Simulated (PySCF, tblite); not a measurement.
# C5H9Cl3Si: geometry, infrared bands and NMR shifts

Wanted: the infrared bands and NMR shifts of C5H9Cl3Si (`ClC(Cl)[Si@H](Cl)CC1CC1`), by calculation.

The runs use tblite 0.8.0 and PySCF 2.14.0, with density-fitted response routines of our own; the level of theory stands in each step. All values are computed, except where a source is named. Atoms are numbered from 0 throughout.

## (1) The molecule as given

18 atoms, charge 0, multiplicity 1; geometry from: force field or distance geometry start.

Bonds of the start (Å): Cl0–C1 1.78, C1–Cl2 1.80, C1–Si3 1.84, Si3–Cl4 2.06, Si3–C5 1.89, C5–C6 1.50, C6–C7 1.50, C7–C8 1.50, C8–C6 1.50, C1–H9 1.09, Si3–H10 1.48, C5–H11 1.10, C5–H12 1.09, C6–H13 1.08, C7–H14 1.08, C7–H15 1.09, C8–H16 1.09, C8–H17 1.08.

## (2) Relaxing the molecule with GFN2-xTB

Job settings and geometry (Å):

```
{"job": {"kind": "relax", "xc": "GFN2-xTB", "basis": "xTB"}, "charge": 0, "multiplicity": 1}
Cl     3.042400    -1.781100    -0.935100
C      3.056600    -0.321000     0.087200
Cl     3.265900    -0.813200     1.800700
Si     1.502800     0.636000    -0.144100
Cl     1.638700     2.449800     0.822900
C     -0.025800    -0.272400     0.497300
C     -1.338800     0.409300     0.233500
C     -2.599900    -0.406300     0.251000
C     -2.087600     0.157600    -1.044200
H      3.939900     0.253600    -0.180000
H      1.307100     0.966900    -1.575600
H      0.076800    -0.410100     1.584800
H     -0.031700    -1.276100     0.072600
H     -1.397700     1.392200     0.685100
H     -2.540600    -1.474900     0.392200
H     -3.497100     0.035800     0.693500
H     -2.633800     0.995700    -1.478900
H     -1.686000    -0.535500    -1.774600
```

Run with:

```
> OMP_NUM_THREADS=1 python probes_run.py task.json out
```

One launch serves the whole session: the jobs run in the order shown.

**Question.** This job is followed by: GFN2-xTB harmonic vibrations, gas phase; GIAO PBE0/pcSseg-1 NMR shielding, non-relativistic, gas phase. Predict these results of the whole session: strongest single infrared mode (GFN2-xTB); zero-point energy (GFN2-xTB); ¹³C shifts against TMS (PBE0/pcSseg-1); ¹H shifts against TMS (PBE0/pcSseg-1); ³⁵Cl shifts against HCl (PBE0/pcSseg-1); ²⁹Si shifts against TMS (PBE0/pcSseg-1).

**Answer**, as computed:

```
                                 quantity                                                      value
strongest single infrared mode (GFN2-xTB)                                      2280 cm⁻¹, 175 km/mol
             zero-point energy (GFN2-xTB)                                              79.7 kcal/mol
   ¹³C shifts against TMS (PBE0/pcSseg-1)                              74.5, 22.2, 9.6, 7.6, 6.3 ppm
    ¹H shifts against TMS (PBE0/pcSseg-1)  5.60, 5.05, 2.13, 0.78, 0.67, 0.51, 0.18, 0.14, -0.04 ppm
  ³⁵Cl shifts against HCl (PBE0/pcSseg-1)                                          202, 202, -22 ppm
  ²⁹Si shifts against TMS (PBE0/pcSseg-1)                                                    0.6 ppm
```

**Reading.** Relaxing lowered the energy by 0.168 eV in 59 steps; the close pair that moved most is C1–Si3, from 1.839 to 1.934 Å. No mode is imaginary among the 48: a minimum at this level. The strongest single mode, at 2280 cm⁻¹, moves mainly H10. Unscaled tight-binding wavenumbers are off by several per cent, some by more. Its intensities can rank the bands wrongly. C1 stands next to heavy halogen, whose spin-orbit shielding this run leaves out, so the computed shift lies too far downfield, most of all for carbon beside Br or I. H9 (hydrogen on an sp3 CH bonded to 2 Cl and Si) lies farthest downfield among hydrogen, at 5.60 ppm; its carbon carries Cl, hence the downfield position.
